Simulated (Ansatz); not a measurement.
**C₂H₃BS (SMILES BC#CS): functionals against CCSD(T) at one geometry**

An exercise on one series of results from a longer session: the logs are not shown, and one member is left open.

Computed with Ansatz 0.2.0, Gaussian basis. Level: single points in def2-TZVPP.

Correlated methods freeze the cores.

### The system as given

SMILES `BC#CS`, 7 atoms, charge 0, spin multiplicity 1.

Atoms are counted from 1 here; the program's logs count them from 0.

Bond lengths: B1–C2 1.508 Å, B1–H5 1.208 Å, B1–H6 1.217 Å, C2–C3 1.273 Å, C3–S4 1.698 Å, S4–H7 1.407 Å. Angles: C2–B1–H5 118.9°, C2–B1–H6 119.2°, H5–B1–H6 121.8°, B1–C2–C3 177.1°, C2–C3–S4 173.9°, C3–S4–H7 94.8°.

Geometry (Å):

```xyz
7

B    -0.5966    1.6302    0.3101
C    -0.1700    0.1885    0.1881
C     0.2173   -1.0134    0.0285
S     0.6963   -2.6422   -0.0096
H    -0.2705    2.4113   -0.5521
H    -1.2911    1.9663    1.2518
H     1.4338   -2.5208   -1.2021
```

Set-up of the first run:

File run/in.yaml:

```yaml
crystal:
  periodic: [false, false, false]
  atoms:
    - {symbol: B, position_ang: [-0.596600, 1.630200, 0.310100]}
    - {symbol: C, position_ang: [-0.170000, 0.188500, 0.188100]}
    - {symbol: C, position_ang: [0.217300, -1.013400, 0.028500]}
    - {symbol: S, position_ang: [0.696300, -2.642200, -0.009600]}
    - {symbol: H, position_ang: [-0.270500, 2.411300, -0.552100]}
    - {symbol: H, position_ang: [-1.291100, 1.966300, 1.251800]}
    - {symbol: H, position_ang: [1.433800, -2.520800, -1.202100]}
basis:
  gaussian: {orbitals: def2-TZVPP}
correlation: {method: ccsd_t}
output: {forces: true}
```

The command line of these runs was not kept.

Among the steps run: CCSD(T)/def2-TZVPP; PBE0-D4/def2-TZVPP; wB97M-V/def2-TZVPP; r2SCAN-D4/def2-TZVPP; PBE-D4/def2-TZVPP; SPW92/def2-TZVPP; LC-wPBE/def2-TZVPP.

One table of the session follows, with a row left open; its other results are not shown here.

| method | RMS force component (eV/Å) | angle to CCSD(T) forces (°) | dipole (D) |
| --- | --- | --- | --- |
| CCSD(T) | 1.028 | reference | 1.82 |
| PBE0-D4 | 1.113 | 11.6 | 2.04 |
| wB97M-V | ? | ? | ? |
| r2SCAN-D4 | 0.963 | 15.7 | 2.15 |
| PBE-D4 | 0.750 | 19.8 | 2.30 |
| SPW92 | 0.810 | 29.7 | 2.38 |
| LC-wPBE | 1.477 | 7.8 | 1.73 |

Estimate the missing values for wB97M-V.

**Answer.** RMS force component (eV/Å): 1.304; angle to CCSD(T) forces (°): 6.7; dipole (D): 1.91. In the column «RMS force component (eV/Å)» it lies between PBE0-D4 (1.113) and LC-wPBE (1.477).
